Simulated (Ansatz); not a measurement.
# AlBO3: the cost of one run

Program: Ansatz 0.2.0. Level of theory: DFT PBEsol, scalar-relativistic, plane waves, PAW. These are calculated values, not measurements.

### 1 The structure to begin with

It takes space group Pm-3m (No. 221, cubic). The conventional cell has a = 3.500 Å, b = 3.500 Å, c = 3.500 Å, α = 90.00°, β = 90.00°, γ = 90.00°. Al (site symmetry m-3m) has 12 O at 2.47 Å as nearest neighbours. B (site symmetry m-3m) is surrounded by 6 O at 1.75 Å. Around O (site symmetry 4/mmm) lie 2 B at 1.75 Å and 4 Al at 2.47 Å and 8 O at 2.47 Å.

Coordinates:

```
Al B O
1.0
     3.50000    0.00000    0.00000
     0.00000    3.50000    0.00000
     0.00000    0.00000    3.50000
Al B O
1 1 3
Cartesian
  0.0000 0.0000 0.0000
  1.7500 1.7500 1.7500
  1.7500 1.7500 0.0000
  1.7500 0.0000 1.7500
  0.0000 1.7500 1.7500
```

This is a trial structure built by rule; it need not be a known or stable form of this composition.

This is a trial structure, the perovskite prototype, and another one may lie lower.

### 2 Coarse point 1 of the search for the rest volume

input.yaml reads:

```yaml
crystal:
  lattice:
    - [3.5, 0.0, 0.0]
    - [0.0, 3.5, 0.0]
    - [0.0, 0.0, 3.5]
  atoms:
    - { symbol: Al, position: [0.0, 0.0, 0.0] }
    - { symbol: B, position: [0.5, 0.5, 0.5] }
    - { symbol: O, position: [0.5, 0.5, 0.0] }
    - { symbol: O, position: [0.5, 0.0, 0.5] }
    - { symbol: O, position: [0.0, 0.5, 0.5] }
basis:
  ecutwfc: 420
kpoints:
  mp_grid: { grid: [6, 6, 6] }
hamiltonian:
  xc: pbesol
scf:
  occupations: { method: gaussian, width: 0.05 }
output:
  forces: true
  stress: true
  eigenvalues: true
```

Run with:

```
> ansatz run input.yaml --threads 1 --pin off --max-ram 2560MiB --backend cpu --events-out ev --progress --plain --runs-dir out
```

Q: Estimate wall time and peak memory on 1 thread of Intel Xeon at 2.50GHz (Skylake/Cascade Lake), shared host.

About 2.6 s, with a peak of 0.3 GiB.
